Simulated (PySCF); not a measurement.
# C2H8Ge: NMR shieldings, spin-spin couplings, relativistic core levels

Aim: compute the NMR shieldings, spin-spin couplings, relativistic core levels of C2H8Ge (`[CH3][GeH2][CH3]`).

Programs: PySCF 2.14.0, with routines of our own; each step states its level. All values are computed. Atoms count from 0.

### 1 The starting structure

11 atoms, charge 0, multiplicity 1; geometry from: GFN2-xTB.

### 2 Optimising the geometry at PBE0-D3(BJ)/def2-SVP

Job settings and geometry (Å):

```
{"job": {"xc": "PBE0", "basis": "def2-SVP", "d3": "d3bj", "grid": 1, "maxiter": 30, "shake": 0.01, "kind": "geom"}, "charge": 0, "multiplicity": 1}
C      1.572510     0.557920    -0.072760
Ge     0.097070    -0.692760     0.314320
C     -1.665070     0.039800    -0.224960
H      2.553350     0.186710     0.208560
H      1.393870     1.509040     0.449740
H      1.579180     0.813430    -1.142450
H      0.107680    -1.024620     1.784640
H      0.369700    -1.984330    -0.402060
H     -2.451220    -0.650180     0.015830
H     -1.852680     0.964720     0.326330
H     -1.666290     0.254430    -1.272860
```

Command:

```sh
$ OMP_NUM_THREADS=1 python heavy_run.py task.json out
```

The driver reads the jobs from task.json and runs them one after another.

The log of the run:

```text
step   0  E = -2157.34973226  max force = 0.023446
step   1  E = -2157.35252775  max force = 0.007763
step   2  E = -2157.35302487  max force = 0.002408
step   3  E = -2157.35310190  max force = 0.000914
step   4  E = -2157.35312067  max force = 0.000431
step   5  E = -2157.35312504  max force = 0.000274
optimisation converged
```

It took 25 s on 1 thread of Intel Xeon Platinum 8259CL at 2.50GHz, shared host; peak memory 0.42 GiB.

The steps of the relaxation:

```
step  energy from step 0 (eV)  largest force component (eV/Å)
   0                   0.0000                          1.2056
   1                  -0.0761                          0.3992
   2                  -0.0896                          0.1238
   3                  -0.0917                          0.0470
   4                  -0.0922                          0.0222
   5                  -0.0923                          0.0141
```

Close pairs (by a distance rule), those that changed most:

```
  bond  before (Å)  after (Å)  change (Å)
Ge1–H7       1.502      1.545      +0.044
Ge1–H6       1.507      1.545      +0.038
C2–H10       1.070      1.100      +0.030
Ge1–C2       1.983      1.954      -0.029
 C2–H8       1.073      1.100      +0.026
C0–Ge1       1.973      1.955      -0.018
 C0–H3       1.086      1.099      +0.014
 C2–H9       1.093      1.100      +0.007
```

The next job starts from the end point, and lists it.

```
                         at the end point                 value
  point group (found at 0.08 Å tolerance)                   C2v
rotational constants (GHz, main isotopes)  12.462, 5.520, 4.233
                        dipole moment (D)                  0.73
```

### 3 NMR shieldings: PBE0/pcJ-2 Ge:dyall-v3z (triple-zeta basis), spin–orbit

Job settings and geometry (Å):

```
{"job": {"kind": "hnmr", "xc": "PBE0", "basis": {"default": "pcJ-2", "Ge": "dyall-v3z"}, "rel": "so"}, "charge": 0, "multiplicity": 1}
C      1.280777     1.008402    -0.327514
Ge     0.149713    -0.500747     0.186878
C     -1.722684    -0.120306    -0.224038
H      2.337906     0.801161    -0.107457
H      0.982314     1.913624     0.221870
H      1.182758     1.209035    -1.404756
H      0.305121    -0.771566     1.700395
H      0.600934    -1.768723    -0.572715
H     -2.365221    -0.964594     0.064803
H     -2.059751     0.774824     0.319175
H     -1.849008     0.059155    -1.301953
```

Level: PBE0/pcJ-2 Ge:dyall-v3z GIAO NMR shielding, X2C with spin-orbit coupling, screened-nuclear two-electron part, Gaussian nuclei, gas phase.

The log of the run:

```text
spin-free SCF
coarse grid: 37552 points
cycle   1  E = -2179.5518775417  dE = -1.733e-01  |g| = 5.583e-01  |ddm| = 1.854e+00
cycle   2  E = -2179.5266371960  dE =  2.524e-02  |g| = 7.139e-01  |ddm| = 5.104e-01
cycle   3  E = -2179.5985695836  dE = -7.193e-02  |g| = 5.026e-02  |ddm| = 2.678e-01
cycle   4  E = -2179.5985799678  dE = -1.038e-05  |g| = 3.218e-02  |ddm| = 2.389e-02
cycle   5  E = -2179.5987473519  dE = -1.674e-04  |g| = 4.210e-03  |ddm| = 1.408e-02
cycle   6  E = -2179.5987503305  dE = -2.979e-06  |g| = 7.138e-04  |ddm| = 2.705e-03
final grid: 78432 points
cycle   7  E = -2179.5987118885  dE = -4.373e-07  |g| = 3.465e-03  |ddm| = 1.966e-03
cycle   8  E = -2179.5987118825  dE =  5.964e-09  |g| = 6.618e-04  |ddm| = 8.360e-04
cycle   9  E = -2179.5987118814  dE =  1.093e-09  |g| = 6.746e-04  |ddm| = 7.828e-04
cycle  10  E = -2179.5987119997  dE = -1.182e-07  |g| = 5.700e-05  |ddm| = 3.823e-04
cycle  11  E = -2179.5987120005  dE = -8.163e-10  |g| = 9.032e-06  |ddm| = 3.635e-05
converged SCF energy = -2179.5987120005
two-component SCF
cycle   1  E = -2179.5607099976  dE = -2.180e+03  |FDS-SDF| = 1.866e+01
cycle   2  E = -2179.6425374321  dE = -8.183e-02  |FDS-SDF| = 7.151e-02
cycle   3  E = -2179.6425932909  dE = -5.586e-05  |FDS-SDF| = 2.518e-03
cycle   4  E = -2179.6425939040  dE = -6.132e-07  |FDS-SDF| = 1.449e-03
cycle   5  E = -2179.6425939954  dE = -9.137e-08  |FDS-SDF| = 4.932e-04
cycle   6  E = -2179.6425940128  dE = -1.735e-08  |FDS-SDF| = 3.362e-05
converged, E = -2179.6425940128

Field gradients (au) and densities at the nuclei (bohr^-3)
atom        Vxx        Vyy        Vzz        centre      nuclear mean
  0 C      0.0001     0.0041    -0.0042        126.476        126.472
  1 Ge     0.0124     0.0819    -0.0942      31523.497      31161.955
  2 C     -0.0002    -0.0042     0.0044        126.476        126.472
  3 H     -0.1359    -0.1414     0.2773          0.470          0.470
  4 H     -0.1358    -0.1409     0.2767          0.470          0.470
  5 H     -0.1358    -0.1409     0.2767          0.470          0.470
  6 H     -0.0616    -0.0624     0.1240          0.418          0.418
  7 H     -0.0616    -0.0624     0.1240          0.418          0.418
  8 H     -0.1358    -0.1413     0.2772          0.470          0.470
  9 H     -0.1359    -0.1410     0.2769          0.470          0.470
 10 H     -0.1359    -0.1410     0.2769          0.470          0.470
without picture change
  1 Ge                          -0.0966                     53783.895

Core orbital energies (eV)
atom   shell        mean    spread
  1 Ge 1s       -11005.491   0.000
  1 Ge 2s        -1390.300   0.000
  1 Ge 3s         -175.760   0.000
  1 Ge 4s          -16.915   0.000
  1 Ge 2p1/2     -1235.019   0.000
  1 Ge 2p3/2     -1203.214   0.005
  1 Ge 3p1/2      -124.158   0.000
  1 Ge 3p3/2      -119.809   0.014
  1 Ge 3d3/2       -32.387   0.011
  1 Ge 3d5/2       -31.799   0.049

Shielding tensors (ppm)
atom      isotropic    diamagn.    paramagn.     s11        s22        s33       span
  0 C       189.85      242.18      -52.33     186.55     188.46     194.54       7.99
  1 Ge     1658.44     2647.32     -988.88    1575.38    1653.40    1746.53     171.15
  2 C       189.90      242.08      -52.18     186.71     188.48     194.52       7.81
  3 H        30.79       28.81        1.98      25.52      27.59      39.26      13.74
  4 H        30.94       29.46        1.48      26.02      28.38      38.44      12.42
  5 H        30.95       29.41        1.53      26.01      28.40      38.43      12.42
  6 H        27.19       29.25       -2.06      21.36      22.37      37.84      16.48
  7 H        27.19       29.21       -2.02      21.36      22.37      37.84      16.48
  8 H        30.79       28.72        2.07      25.51      27.60      39.26      13.75
  9 H        30.95       29.41        1.54      26.01      28.38      38.44      12.43
 10 H        30.95       29.35        1.59      26.01      28.38      38.45      12.43
```

It took 4.5 min on 1 thread of Intel Xeon Platinum 8259CL at 2.50GHz, shared host; peak memory 2 GiB.

In short:

```
                       quantity       value
energy from spin-orbit coupling  -0.0439 Eh
```

### 4 Spin-spin couplings: PBE0/pcJ-2 Ge:dyall-v3z (triple-zeta basis), spin–orbit

Settings changed since step 3:

```diff
@@ -1,2 +1,2 @@
-{"job": {"kind": "hnmr", "xc": "PBE0", "basis": {"default": "pcJ-2", "Ge": "dyall-v3z"}, "rel": "so"}, "charge": 0, "multiplicity": 1}
+{"job": {"kind": "hj", "xc": "PBE0", "basis": {"default": "pcJ-2", "Ge": "dyall-v3z"}, "rel": "so", "atoms": [1]}, "charge": 0, "multiplicity": 1}
 C      1.280777     1.008402    -0.327514
```

With the program's defaults for keys left out, this is: PBE0/pcJ-2 Ge:dyall-v3z indirect spin-spin coupling, X2C with spin-orbit coupling, screened-nuclear two-electron part, Gaussian nuclei, gas phase.

The log of the run:

```text
spin-free SCF
coarse grid: 37552 points
cycle   1  E = -2179.5518775417  dE = -1.733e-01  |g| = 5.583e-01  |ddm| = 1.854e+00
cycle   2  E = -2179.5266371960  dE =  2.524e-02  |g| = 7.139e-01  |ddm| = 5.104e-01
cycle   3  E = -2179.5985695836  dE = -7.193e-02  |g| = 5.026e-02  |ddm| = 2.678e-01
cycle   4  E = -2179.5985799678  dE = -1.038e-05  |g| = 3.218e-02  |ddm| = 2.389e-02
cycle   5  E = -2179.5987473519  dE = -1.674e-04  |g| = 4.210e-03  |ddm| = 1.408e-02
cycle   6  E = -2179.5987503305  dE = -2.979e-06  |g| = 7.138e-04  |ddm| = 2.705e-03
final grid: 78432 points
cycle   7  E = -2179.5987118885  dE = -4.373e-07  |g| = 3.465e-03  |ddm| = 1.966e-03
cycle   8  E = -2179.5987118825  dE =  5.964e-09  |g| = 6.618e-04  |ddm| = 8.360e-04
cycle   9  E = -2179.5987118814  dE =  1.093e-09  |g| = 6.746e-04  |ddm| = 7.828e-04
cycle  10  E = -2179.5987119997  dE = -1.182e-07  |g| = 5.700e-05  |ddm| = 3.823e-04
cycle  11  E = -2179.5987120005  dE = -8.163e-10  |g| = 9.032e-06  |ddm| = 3.635e-05
converged SCF energy = -2179.5987120005
two-component SCF
cycle   1  E = -2179.5607099976  dE = -2.180e+03  |FDS-SDF| = 1.866e+01
cycle   2  E = -2179.6425374321  dE = -8.183e-02  |FDS-SDF| = 7.151e-02
cycle   3  E = -2179.6425932909  dE = -5.586e-05  |FDS-SDF| = 2.518e-03
cycle   4  E = -2179.6425939040  dE = -6.132e-07  |FDS-SDF| = 1.449e-03
cycle   5  E = -2179.6425939954  dE = -9.137e-08  |FDS-SDF| = 4.932e-04
cycle   6  E = -2179.6425940128  dE = -1.735e-08  |FDS-SDF| = 3.362e-05
converged, E = -2179.6425940128

Indirect spin-spin couplings
  i        j     bonds      J/Hz   K/1e19 T2/J   anisotropy/Hz
  1  73Ge   0  13C    1      -16.08      152.12       -30.4
  1  73Ge   2  13C    1      -16.11      152.40       -30.4
  1  73Ge   3   1H    2        2.64       -6.28        -3.2
  1  73Ge   4   1H    2        2.85       -6.79        -3.0
  1  73Ge   5   1H    2        2.85       -6.79        -3.0
  1  73Ge   6   1H    1      -88.76      211.19       -17.9
  1  73Ge   7   1H    1      -88.76      211.20       -17.9
  1  73Ge   8   1H    2        2.69       -6.39        -3.2
  1  73Ge   9   1H    2        2.85       -6.77        -3.0
  1  73Ge  10   1H    2        2.85       -6.78        -3.1
```

Wall time 3.5 min (1 thread of Intel Xeon Platinum 8259CL at 2.50GHz, shared host); peak memory 1.8 GiB.

From this job:

```
                       quantity       value
energy from spin-orbit coupling  -0.0439 Eh
```

### 5 Relativistic core levels: PBE0/pcJ-2 Ge:dyall-v3z (triple-zeta basis), spin–orbit

Settings changed since step 4:

```diff
@@ -1,2 +1,2 @@
-{"job": {"kind": "hj", "xc": "PBE0", "basis": {"default": "pcJ-2", "Ge": "dyall-v3z"}, "rel": "so", "atoms": [1]}, "charge": 0, "multiplicity": 1}
+{"job": {"kind": "hxps", "xc": "PBE0", "basis": {"default": "pcJ-2", "Ge": "dyall-v3z"}, "rel": "so", "holes": [[1, "2p"]]}, "charge": 0, "multiplicity": 1}
 C      1.280777     1.008402    -0.327514
```

Method: PBE0/pcJ-2 Ge:dyall-v3z core ionisation, delta-SCF with one localised hole, X2C with spin-orbit coupling, screened-nuclear two-electron part, Gaussian nuclei, gas phase.

The log of the run:

```text
spin-free SCF
coarse grid: 37552 points
cycle   1  E = -2179.5518775417  dE = -1.733e-01  |g| = 5.583e-01  |ddm| = 1.854e+00
cycle   2  E = -2179.5266371960  dE =  2.524e-02  |g| = 7.139e-01  |ddm| = 5.104e-01
cycle   3  E = -2179.5985695836  dE = -7.193e-02  |g| = 5.026e-02  |ddm| = 2.678e-01
cycle   4  E = -2179.5985799678  dE = -1.038e-05  |g| = 3.218e-02  |ddm| = 2.389e-02
cycle   5  E = -2179.5987473519  dE = -1.674e-04  |g| = 4.210e-03  |ddm| = 1.408e-02
cycle   6  E = -2179.5987503305  dE = -2.979e-06  |g| = 7.138e-04  |ddm| = 2.705e-03
final grid: 78432 points
cycle   7  E = -2179.5987118885  dE = -4.373e-07  |g| = 3.465e-03  |ddm| = 1.966e-03
cycle   8  E = -2179.5987118825  dE =  5.964e-09  |g| = 6.618e-04  |ddm| = 8.360e-04
cycle   9  E = -2179.5987118814  dE =  1.093e-09  |g| = 6.746e-04  |ddm| = 7.828e-04
cycle  10  E = -2179.5987119997  dE = -1.182e-07  |g| = 5.700e-05  |ddm| = 3.823e-04
cycle  11  E = -2179.5987120005  dE = -8.163e-10  |g| = 9.032e-06  |ddm| = 3.635e-05
converged SCF energy = -2179.5987120005
two-component SCF
cycle   1  E = -2179.5607099976  dE = -2.180e+03  |FDS-SDF| = 1.866e+01
cycle   2  E = -2179.6425374321  dE = -8.183e-02  |FDS-SDF| = 7.151e-02
cycle   3  E = -2179.6425932909  dE = -5.586e-05  |FDS-SDF| = 2.518e-03
cycle   4  E = -2179.6425939040  dE = -6.132e-07  |FDS-SDF| = 1.449e-03
cycle   5  E = -2179.6425939954  dE = -9.137e-08  |FDS-SDF| = 4.932e-04
cycle   6  E = -2179.6425940128  dE = -1.735e-08  |FDS-SDF| = 3.362e-05
converged, E = -2179.6425940128

Field gradients (au) and densities at the nuclei (bohr^-3)
atom        Vxx        Vyy        Vzz        centre      nuclear mean
  0 C      0.0001     0.0041    -0.0042        126.476        126.472
  1 Ge     0.0124     0.0819    -0.0942      31523.497      31161.955
  2 C     -0.0002    -0.0042     0.0044        126.476        126.472
  3 H     -0.1359    -0.1414     0.2773          0.470          0.470
  4 H     -0.1358    -0.1409     0.2767          0.470          0.470
  5 H     -0.1358    -0.1409     0.2767          0.470          0.470
  6 H     -0.0616    -0.0624     0.1240          0.418          0.418
  7 H     -0.0616    -0.0624     0.1240          0.418          0.418
  8 H     -0.1358    -0.1413     0.2772          0.470          0.470
  9 H     -0.1359    -0.1410     0.2769          0.470          0.470
 10 H     -0.1359    -0.1410     0.2769          0.470          0.470
without picture change
  1 Ge                          -0.0966                     53783.895

Core orbital energies (eV)
atom   shell        mean    spread
  1 Ge 1s       -11005.491   0.000
  1 Ge 2s        -1390.300   0.000
  1 Ge 3s         -175.760   0.000
  1 Ge 4s          -16.915   0.000
  1 Ge 2p1/2     -1235.019   0.000
  1 Ge 2p3/2     -1203.214   0.005
  1 Ge 3p1/2      -124.158   0.000
  1 Ge 3p3/2      -119.809   0.014
  1 Ge 3d3/2       -32.387   0.011
  1 Ge 3d5/2       -31.799   0.049

hole in 2p3/2 of atom 1
cycle   1  E = -2133.6967096522  dE = -2.134e+03  |FDS-SDF| = 6.567e+00
cycle   2  E = -2133.5622804774  dE =  1.344e-01  |FDS-SDF| = 5.664e+00
cycle   3  E = -2134.7864459878  dE = -1.224e+00  |FDS-SDF| = 6.362e-01
cycle   4  E = -2134.8074540109  dE = -2.101e-02  |FDS-SDF| = 9.275e-02
cycle   5  E = -2134.8084944470  dE = -1.040e-03  |FDS-SDF| = 3.133e-02
cycle   6  E = -2134.8087339358  dE = -2.395e-04  |FDS-SDF| = 2.878e-03
cycle   7  E = -2134.8087357538  dE = -1.818e-06  |FDS-SDF| = 6.799e-04
cycle   8  E = -2134.8087358876  dE = -1.338e-07  |FDS-SDF| = 7.683e-05
cycle   9  E = -2134.8087358906  dE = -3.011e-09  |FDS-SDF| = 2.502e-05
converged, E = -2134.8087358906

Core binding energies (eV)
atom   line    delta-SCF   -orbital   splitting
  1 Ge 2p3/2    1219.993    1203.21    31.804
```

Run time: 2.7 min. Hardware: 1 thread of Intel Xeon Platinum 8259CL at 2.50GHz, shared host; peak memory 2 GiB.

Key values:

```
                       quantity       value
energy from spin-orbit coupling  -0.0439 Eh
```

### 6 Summary of results

| quantity | value |
| --- | --- |
| point group | C2v |
| rotational constants (main isotopes) | 12.46, 5.52, 4.23 GHz |
| energy from spin-orbit coupling (step 3, PBE0/pcJ-2 Ge:dyall-v3z (triple-zeta basis), spin–orbit) | -0.0439 Eh |
| shieldings (step 3, PBE0/pcJ-2 Ge:dyall-v3z (triple-zeta basis), spin–orbit) | C0 189.8, Ge1 1658.4, C2 189.9 ppm |
| energy from spin-orbit coupling (step 4, PBE0/pcJ-2 Ge:dyall-v3z (triple-zeta basis), spin–orbit) | -0.0439 Eh |
| largest reduced coupling (step 4, PBE0/pcJ-2 Ge:dyall-v3z (triple-zeta basis), spin–orbit) | Ge1–H7: J = -88.8 Hz, K = 211·10¹⁹ T²/J |
| Ge1 2p3/2 binding energy (step 5, PBE0/pcJ-2 Ge:dyall-v3z (triple-zeta basis), spin–orbit) | 1220.0 eV, 2p1/2 1251.8 eV |
| energy from spin-orbit coupling (step 5, PBE0/pcJ-2 Ge:dyall-v3z (triple-zeta basis), spin–orbit) | -0.0439 Eh |

Relaxing lowered the energy by 0.092 eV in 5 steps; the close pair that moved most is Ge1–H7, from 1.502 to 1.545 Å. No frequency check was run at this level, so the end point may be a saddle. In step 3, Ge1 has the widest tensor, 171 ppm.
